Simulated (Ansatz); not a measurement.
# C₂H₉B₂N: one species, many methods

How much do the methods differ for C₂H₉B₂N? The plan is to run it at one geometry with functionals of several rungs and with coupled cluster, and see how far each lands from CCSD(T) at the basis-set limit for the atomisation energy.

Method: functionals in def2-TZVPP, the program's frozen cores in correlated methods; program: Ansatz 0.2.0, Gaussian basis.

The runs, in order: PBE-D4, r2SCAN-D4, PBE0-D4, B3LYP-D4, ωB97X-V, ωB97M-V, B2PLYP; CCSD(T)/def2-TZVPP; MP2/def2-QZVPP; extrapolation to the limit.

**1. The geometry**

All runs share one geometry, relaxed beforehand with PBE0-D4 in a triple-zeta def2 set.

SMILES `BN(C)BC`, 14 atoms, charge 0, spin multiplicity 1.

Atoms are counted from 1 here; the program's logs count them from 0.

Bond lengths: B1–N2 1.414 Å, B1–H6 1.199 Å, B1–H7 1.193 Å, N2–C3 1.461 Å, N2–B4 1.433 Å, C3–H8 1.092 Å, C3–H9 1.089 Å, C3–H10 1.092 Å, B4–C5 1.562 Å, B4–H11 1.197 Å, C5–H12 1.095 Å, C5–H13 1.091 Å, C5–H14 1.097 Å. Angles: N2–B1–H6 119.3°, N2–B1–H7 119.2°, H6–B1–H7 121.5°, B1–N2–C3 119.8°, B1–N2–B4 120.2°, C3–N2–B4 120.0°, N2–C3–H8 111.1°, N2–C3–H9 109.8°, N2–C3–H10 111.1°, H8–C3–H9 108.5°, H8–C3–H10 107.9°, H9–C3–H10 108.4°, N2–B4–C5 124.1°, N2–B4–H11 116.2°, C5–B4–H11 119.6°, B4–C5–H12 109.8°, B4–C5–H13 116.5°, B4–C5–H14 108.6° and more.

**2. PBE-D4 (GGA)**

Input file in.yaml:

```yaml
crystal:
  periodic: [false, false, false]
  atoms:
    - {symbol: B, position_ang: [-0.631009, 1.377195, 1.423821]}
    - {symbol: N, position_ang: [-0.273230, 0.520318, 0.357203]}
    - {symbol: C, position_ang: [-0.750148, 0.804267, -0.994527]}
    - {symbol: B, position_ang: [0.554029, -0.624222, 0.599922]}
    - {symbol: C, position_ang: [0.997805, -1.634404, -0.505244]}
    - {symbol: H, position_ang: [-1.325405, 2.329405, 1.203544]}
    - {symbol: H, position_ang: [-0.234162, 1.135253, 2.522662]}
    - {symbol: H, position_ang: [-1.340709, -0.027247, -1.385533]}
    - {symbol: H, position_ang: [-1.374870, 1.696552, -0.985350]}
    - {symbol: H, position_ang: [0.084616, 0.974001, -1.678302]}
    - {symbol: H, position_ang: [0.901082, -0.795675, 1.732798]}
    - {symbol: H, position_ang: [2.082904, -1.778104, -0.462798]}
    - {symbol: H, position_ang: [0.720296, -1.387248, -1.530947]}
    - {symbol: H, position_ang: [0.575903, -2.619391, -0.268348]}
basis:
  gaussian: {orbitals: def2-TZVPP}
hamiltonian: {xc: pbe, dispersion: d4}
output: {forces: true, orbitals: {seedname: orbitals}}
```

The run is started by

```console
$ ansatz run in.yaml --threads 4 --pin off --events-out ev --progress --plain --max-ram 10444MiB
```

Further steps of the session: r2SCAN-D4 (meta-GGA); PBE0-D4 (hybrid); B3LYP-D4 (hybrid); ωB97X-V (range-separated); ωB97M-V (range-separated); B2PLYP (double hybrid); CCSD(T) in def2-TZVPP; MP2 in def2-QZVPP.

Q: Predict the results of all the runs planned. Wanted: atomisation energy, CCSD(T)/CBS; farthest; mean size of error, hybrid; mean size of error, range-separated; gap, smallest and largest; T1 diagnostic; triples share of the correlation energy.

As calculated:

| quantity | value |
| --- | --- |
| atomisation energy, CCSD(T)/CBS | 5374.6 kJ/mol |
| functionals within 26.9 kJ/mol (0.5 %) | B2PLYP |
| farthest | PBE-D4 (+109.5 kJ/mol) |
| mean size of error, hybrid | 52.7 kJ/mol |
| mean size of error, range-separated | 41.1 kJ/mol |
| gap, smallest and largest | 5.39 eV (PBE-D4), 12.19 eV (ωB97X-V) |
| T1 diagnostic | 0.0111 |
| triples share of the correlation energy | 3.7 % |

In words: PBE-D4 misses by +109.5 kJ/mol. Double hybrids carry the basis error of their MP2 part in triple zeta, and no dispersion term here, so their miss is partly the set-up's. Misses under about 26.9 kJ/mol are within the doubt on the reference itself, which lacks core-valence correlation, relativity and higher excitations. Hartree-Fock recovers 77 % of the binding; the rest is correlation. The gap grows from 5.4 to 12.2 eV across the functionals, mostly with the share of exact exchange.
